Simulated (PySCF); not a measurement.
**BSb+: from the state search to spectroscopic constants**

One table from this session's results is given with a row withheld; the runs are named, their logs left out.

Method: B cc-pVDZ, Sb cc-pVDZ-PP with ECP28, scalar-relativistic core potentials; program: PySCF 2.14.0.

The first run:

The job is set up so:

```
atoms                         : B, Sb
charge                        : 1
basis                         : B cc-pVDZ, Sb cc-pVDZ-PP with ECP28
Hamiltonian                   : scalar-relativistic core potentials
basis functions               : 37
electrons treated             : 27
masses in u                   : 11.0093, 120.9038
levels                        : PBE0, PBE, r²SCAN, PBEsol, TPSSh, BHandHLYP, CAM-B3LYP, HF, MP2, SCS-MP2, CCSD, CCSD(T)
grid                          : 80 radial by 434 angular points
occupations                   : held fixed by the projection of orbital angular momentum
dissociation limit            : B+ + Sb, each in its ground configuration
starting distance in angstrom : 2.280
values of 2S to try           : 1, 3
```

Command:

```bash
> OMP_NUM_THREADS=1 python dia.py task.json out
```

Among the steps run: Set-up; PBE0 along the bond; Excited determinants; PBE (GGA); r²SCAN (meta-GGA); PBEsol (GGA); TPSSh (hybrid meta-GGA); BHandHLYP (global hybrid GGA); CAM-B3LYP; UHF; MP2 and coupled cluster.

One of the session's tables, all rows but one given; the rest of the session is left out.

Energy (eV) from each level's lowest point:

```
R (Å)    UHF  UHF-MP2  UHF-SCS-MP2  UHF-CCSD  UHF-CCSD(T)
1.884  0.877    0.867        0.945       n/a          n/a
1.972  0.409    0.373        0.439     0.505        0.514
2.059  0.155    0.110        0.157     0.206        0.207
2.125  0.058    0.022        0.049     0.082        0.080
2.191  0.013    0.000        0.003     0.020        0.017
2.257  0.000    0.021        0.000     0.000        0.000
2.344  0.013    0.088        0.037     0.019        0.026
2.454      ?        ?            ?         ?            ?
2.585  0.138    0.346        0.236     0.199        0.233
2.761  0.269    0.543        0.408       n/a          n/a
```

**Question.** Estimate the row for R (Å) = 2.454.

Worked estimate for «UHF». A straight line through the neighbours (2.344, 0.013) and (2.585, 0.138) gives 0.013 + (0.138 − 0.013) × (2.454 − 2.344) / (2.585 − 2.344) = 0.070; a parabola fitted to 4 rows on both sides gives 0.061.

The run gave: UHF: 0.059; UHF-MP2: 0.199; UHF-SCS-MP2: 0.117; UHF-CCSD: 0.086; UHF-CCSD(T): 0.105. In «UHF» the line misses by +0.011 and the parabola by +0.002.

Limits of these values: Lowest PBE0 solution found, without spin–orbit coupling: ⁴Σ⁻ (quartet), unpaired electrons σ ↑, π ↑↑. With spin–orbit coupling the term label itself may not hold. Warnings in the runs' records: inverted.
